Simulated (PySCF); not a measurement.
# A gas-phase reaction: CH5ClOSi + H2 → ClH3Si + CH4O

What reaction energy should one expect for `CO[SiH2]Cl` + `[H][H]` → `[SiH3]Cl` + `CO`?

Programs: PySCF 2.14.0. All values are calculated, for the isolated system unless a continuum is named. Atoms count from 0, parts from 1.

### 1 The system as given

Each species was relaxed by itself at PBE0-D3(BJ)/def2-SVPD.

### 2 Reaction energy: wB97M-D3(BJ)/def2-TZVPD

What the job is given:

```
{"job": {"kind": "react", "xc": "wB97M-D3(BJ)", "basis": "def2-TZVPD"}, "charge": 0, "multiplicity": 1}
-1 CH5ClOSi charge 0 multiplicity 1
C      0.407690     0.782320    -0.585880
O     -0.120390    -0.328220    -1.270540
Si    -1.177940    -1.416170    -0.602230
Cl    -1.597530    -2.794320    -2.079060
H     -0.388000     1.465080    -0.242470
H      1.008490     0.473630     0.286300
H      1.059310     1.331500    -1.278050
H     -2.448870    -0.751670    -0.203840
H     -0.557340    -2.133510     0.544640

-1 H2 charge 0 multiplicity 1
H      0.380060     0.012030    -0.006210
H     -0.380060    -0.012030     0.006210

+1 ClH3Si charge 0 multiplicity 1
Si     0.076720    -0.068390     0.017080
Cl    -1.258420    -0.859910    -1.371500
H      1.037320     0.800280    -0.713140
H     -0.704900     0.718900     1.006860
H      0.779770    -1.201050     0.675380

+1 CH4O charge 0 multiplicity 1
C     -0.339920    -0.024770    -0.049270
O      1.014000    -0.180830    -0.391130
H     -0.931900    -0.493830    -0.845810
H     -0.637650     1.036420     0.016950
H     -0.593760    -0.523180     0.902720
H      1.564940     0.217740     0.285900
```

Level: wB97M-D3(BJ)/def2-TZVPD reaction energy of separated species, gas phase.

Run with:

```sh
$ OMP_NUM_THREADS=1 python cluster_run.py task.json out
```

The driver reads the jobs from task.json and runs them one after another.

Standard output:

```text
species 1 (CH5ClOSi)
coarse grid: 35448 points
cycle   1  E = -866.1987457513  dE =  2.932e-01  |g| = 6.770e-01  |ddm| = 2.250e+00
cycle   2  E = -866.1856773394  dE =  1.307e-02  |g| = 7.886e-01  |ddm| = 9.742e-01
cycle   3  E = -866.2901066730  dE = -1.044e-01  |g| = 5.802e-02  |ddm| = 4.569e-01
cycle   4  E = -866.2908142384  dE = -7.076e-04  |g| = 2.547e-02  |ddm| = 7.631e-02
cycle   5  E = -866.2909581769  dE = -1.439e-04  |g| = 3.374e-03  |ddm| = 2.455e-02
cycle   6  E = -866.2909624429  dE = -4.266e-06  |g| = 6.526e-04  |ddm| = 7.043e-03
final grid: 72952 points
cycle   7  E = -866.2909115093  dE = -3.107e-07  |g| = 2.829e-04  |ddm| = 4.964e-03
cycle   8  E = -866.2909115434  dE = -3.413e-08  |g| = 1.574e-04  |ddm| = 7.570e-04
cycle   9  E = -866.2909115501  dE = -6.655e-09  |g| = 4.679e-05  |ddm| = 2.040e-04
cycle  10  E = -866.2909115517  dE = -1.619e-09  |g| = 1.680e-05  |ddm| = 1.277e-04
cycle  11  E = -866.2909115517  dE = -7.822e-11  |g| = 6.192e-06  |ddm| = 2.324e-05
converged SCF energy = -866.2909115517

species 2 (H2)
coarse grid: 4944 points
cycle   1  E = -1.1694184069  dE = -2.751e-01  |g| = 9.865e-03  |ddm| = 4.504e-01
cycle   2  E = -1.1694526496  dE = -3.424e-05  |g| = 1.161e-03  |ddm| = 9.676e-03
cycle   3  E = -1.1694533318  dE = -6.822e-07  |g| = 1.815e-04  |ddm| = 1.918e-03
final grid: 10744 points
cycle   4  E = -1.1694520419  dE = -2.404e-08  |g| = 4.112e-05  |ddm| = 3.869e-04
cycle   5  E = -1.1694520431  dE = -1.269e-09  |g| = 9.624e-06  |ddm| = 9.171e-05
cycle   6  E = -1.1694520432  dE = -7.521e-11  |g| = 3.020e-07  |ddm| = 2.871e-05
converged SCF energy = -1.1694520432

species 3 (ClH3Si)
coarse grid: 20144 points
cycle   1  E = -751.6190503597  dE = -1.333e-01  |g| = 2.749e-01  |ddm| = 1.536e+00
cycle   2  E = -751.6337747345  dE = -1.472e-02  |g| = 2.067e-01  |ddm| = 4.374e-01
cycle   3  E = -751.6434702188  dE = -9.695e-03  |g| = 1.658e-02  |ddm| = 1.789e-01
cycle   4  E = -751.6435488139  dE = -7.860e-05  |g| = 4.468e-03  |ddm| = 2.230e-02
cycle   5  E = -751.6435585057  dE = -9.692e-06  |g| = 1.071e-03  |ddm| = 9.610e-03
final grid: 39792 points
cycle   6  E = -751.6435090263  dE = -3.462e-07  |g| = 6.154e-04  |ddm| = 2.271e-03
cycle   7  E = -751.6435090851  dE = -5.875e-08  |g| = 4.046e-04  |ddm| = 9.075e-04
cycle   8  E = -751.6435091128  dE = -2.774e-08  |g| = 4.078e-05  |ddm| = 3.665e-04
cycle   9  E = -751.6435091141  dE = -1.224e-09  |g| = 1.661e-05  |ddm| = 7.716e-05
cycle  10  E = -751.6435091142  dE = -1.355e-10  |g| = 2.529e-06  |ddm| = 3.153e-05
converged SCF energy = -751.6435091142

species 4 (CH4O)
coarse grid: 20248 points
cycle   1  E = -115.7313829966  dE =  7.122e-02  |g| = 5.636e-01  |ddm| = 1.531e+00
cycle   2  E = -115.7261840725  dE =  5.199e-03  |g| = 6.290e-01  |ddm| = 6.640e-01
cycle   3  E = -115.7900596805  dE = -6.388e-02  |g| = 2.852e-02  |ddm| = 2.810e-01
cycle   4  E = -115.7902178875  dE = -1.582e-04  |g| = 6.697e-03  |ddm| = 3.254e-02
cycle   5  E = -115.7902304987  dE = -1.261e-05  |g| = 1.489e-03  |ddm| = 1.017e-02
cycle   6  E = -115.7902311039  dE = -6.052e-07  |g| = 5.700e-04  |ddm| = 2.217e-03
final grid: 43904 points
cycle   7  E = -115.7902250894  dE = -7.344e-08  |g| = 4.628e-04  |ddm| = 2.882e-03
cycle   8  E = -115.7902251123  dE = -2.295e-08  |g| = 3.451e-04  |ddm| = 6.511e-04
cycle   9  E = -115.7902251381  dE = -2.581e-08  |g| = 1.636e-05  |ddm| = 2.073e-04
cycle  10  E = -115.7902251382  dE = -9.979e-11  |g| = 1.396e-05  |ddm| = 5.464e-05
converged SCF energy = -115.7902251382

Reaction energy = 17.663 kcal/mol
```

Run time: 25 s. Hardware: 1 thread of Arm Neoverse V1, shared host; peak memory 0.77 GiB.

Species by species (with the dispersion term, which the log's SCF energies lack):

```csv
ν,species,energy (Eh),HOMO (eV)
-1,CO[SiH2]Cl,-866.29965,-10.89
-1,[H][H],-1.16967,-14.48
+1,[SiH3]Cl,-751.64737,-11.36
+1,CO,-115.79380,-10.52
```

### 3 Reaction energy: PBE0-D3(BJ)/def2-TZVPD

The job, as its differences from that of step 2:

```diff
@@ -1,2 +1,2 @@
-{"job": {"kind": "react", "xc": "wB97M-D3(BJ)", "basis": "def2-TZVPD"}, "charge": 0, "multiplicity": 1}
+{"job": {"kind": "react", "xc": "PBE0", "basis": "def2-TZVPD", "disp": "d3bj"}, "charge": 0, "multiplicity": 1}
 -1 CH5ClOSi charge 0 multiplicity 1
```

Method: PBE0-D3(BJ)/def2-TZVPD reaction energy of separated species, gas phase.

Standard output:

```text
species 1 (CH5ClOSi)
coarse grid: 8520 points
cycle   1  E = -865.6960536126  dE =  2.472e-01  |g| = 6.638e-01  |ddm| = 2.324e+00
cycle   2  E = -865.5361719160  dE =  1.599e-01  |g| = 1.135e+00  |ddm| = 1.106e+00
cycle   3  E = -865.7756638624  dE = -2.395e-01  |g| = 8.230e-02  |ddm| = 6.796e-01
cycle   4  E = -865.7767593144  dE = -1.095e-03  |g| = 3.992e-02  |ddm| = 9.303e-02
cycle   5  E = -865.7771039034  dE = -3.446e-04  |g| = 5.967e-03  |ddm| = 3.696e-02
cycle   6  E = -865.7771113429  dE = -7.439e-06  |g| = 1.824e-03  |ddm| = 6.512e-03
final grid: 72952 points
cycle   7  E = -865.7751115981  dE = -2.265e-05  |g| = 8.965e-03  |ddm| = 8.307e-02
cycle   8  E = -865.7750961129  dE =  1.549e-05  |g| = 1.288e-02  |ddm| = 1.106e-02
cycle   9  E = -865.7751255693  dE = -2.946e-05  |g| = 1.365e-03  |ddm| = 6.655e-03
cycle  10  E = -865.7751259324  dE = -3.631e-07  |g| = 1.653e-04  |ddm| = 9.693e-04
cycle  11  E = -865.7751259387  dE = -6.217e-09  |g| = 3.835e-05  |ddm| = 1.494e-04
cycle  12  E = -865.7751259390  dE = -3.147e-10  |g| = 1.255e-05  |ddm| = 4.560e-05
converged SCF energy = -865.7751259390

species 2 (H2)
coarse grid: 1240 points
cycle   1  E = -1.1670621244  dE = -2.327e-01  |g| = 2.266e-02  |ddm| = 4.588e-01
cycle   2  E = -1.1672495685  dE = -1.874e-04  |g| = 3.233e-03  |ddm| = 1.896e-02
cycle   3  E = -1.1672540246  dE = -4.456e-06  |g| = 9.769e-05  |ddm| = 2.761e-03
final grid: 10744 points
cycle   4  E = -1.1681371422  dE = -1.927e-06  |g| = 2.738e-04  |ddm| = 1.569e-03
cycle   5  E = -1.1681371705  dE = -2.824e-08  |g| = 3.987e-05  |ddm| = 2.445e-04
cycle   6  E = -1.1681371711  dE = -6.309e-10  |g| = 1.258e-06  |ddm| = 3.101e-05
converged SCF energy = -1.1681371711

species 3 (ClH3Si)
coarse grid: 5112 points
cycle   1  E = -751.2655517532  dE = -1.057e-01  |g| = 2.254e-01  |ddm| = 1.494e+00
cycle   2  E = -751.2632425122  dE =  2.309e-03  |g| = 2.472e-01  |ddm| = 4.298e-01
cycle   3  E = -751.2787210586  dE = -1.548e-02  |g| = 2.271e-02  |ddm| = 2.171e-01
cycle   4  E = -751.2787977583  dE = -7.670e-05  |g| = 5.738e-03  |ddm| = 1.336e-02
cycle   5  E = -751.2788046929  dE = -6.935e-06  |g| = 1.810e-03  |ddm| = 5.395e-03
final grid: 39792 points
cycle   6  E = -751.2792451577  dE = -7.614e-06  |g| = 3.028e-03  |ddm| = 1.353e-02
cycle   7  E = -751.2792445913  dE =  5.664e-07  |g| = 3.086e-03  |ddm| = 4.172e-03
cycle   8  E = -751.2792468366  dE = -2.245e-06  |g| = 2.185e-04  |ddm| = 2.439e-03
cycle   9  E = -751.2792468519  dE = -1.530e-08  |g| = 2.680e-05  |ddm| = 2.062e-04
cycle  10  E = -751.2792468520  dE = -1.631e-10  |g| = 1.249e-05  |ddm| = 3.395e-05
converged SCF energy = -751.2792468520

species 4 (CH4O)
coarse grid: 4656 points
cycle   1  E = -115.5791914716  dE =  6.208e-02  |g| = 5.862e-01  |ddm| = 1.555e+00
cycle   2  E = -115.4913604320  dE =  8.783e-02  |g| = 9.141e-01  |ddm| = 8.430e-01
cycle   3  E = -115.6417200003  dE = -1.504e-01  |g| = 4.540e-02  |ddm| = 4.749e-01
cycle   4  E = -115.6420475514  dE = -3.276e-04  |g| = 1.801e-02  |ddm| = 3.327e-02
cycle   5  E = -115.6421169240  dE = -6.937e-05  |g| = 4.966e-03  |ddm| = 1.212e-02
cycle   6  E = -115.6421222030  dE = -5.279e-06  |g| = 3.240e-04  |ddm| = 3.589e-03
final grid: 43904 points
cycle   7  E = -115.6393344479  dE = -2.370e-05  |g| = 7.153e-03  |ddm| = 6.460e-02
cycle   8  E = -115.6393268187  dE =  7.629e-06  |g| = 9.701e-03  |ddm| = 8.015e-03
cycle   9  E = -115.6393437794  dE = -1.696e-05  |g| = 8.587e-04  |ddm| = 4.466e-03
cycle  10  E = -115.6393439192  dE = -1.399e-07  |g| = 1.489e-04  |ddm| = 5.554e-04
cycle  11  E = -115.6393439240  dE = -4.775e-09  |g| = 1.631e-05  |ddm| = 1.011e-04
cycle  12  E = -115.6393439241  dE = -4.690e-11  |g| = 2.190e-06  |ddm| = 1.684e-05
converged SCF energy = -115.6393439241

Reaction energy = 16.481 kcal/mol
```

Run time: 11 s. Hardware: 1 thread of Arm Neoverse V1, shared host; peak memory 0.61 GiB.

Reaction energy at this level: 16.48 kcal/mol.

### 4 Comparing the runs

Energies in kcal/mol, with wall time:

```csv
run,reaction,time
wB97M-D3(BJ)/def2-TZVPD,17.66,25 s
PBE0-D3(BJ)/def2-TZVPD,16.48,11 s
```

### 5 Summary of results

```
                                                quantity                    value
               reaction energy (wB97M-D3(BJ)/def2-TZVPD)           17.66 kcal/mol
                     ΔH, ΔG at 298 K (xTB thermal terms)    +20.9, +18.8 kcal/mol
range of the reaction energy over the runs of this table  16.48 to 17.66 kcal/mol
```

**Reading.** The reaction is endothermic by 20.9 kcal/mol in the gas phase; dispersion gives +0.95, and xTB itself gave 18.49 for the electronic energy (xTB energies and thermal terms come from the earlier relaxation of each species, not shown). No barrier was sought. The reaction energy runs from 16.48 (PBE0-D3(BJ)/def2-TZVPD) to 17.66 kcal/mol (wB97M-D3(BJ)/def2-TZVPD).
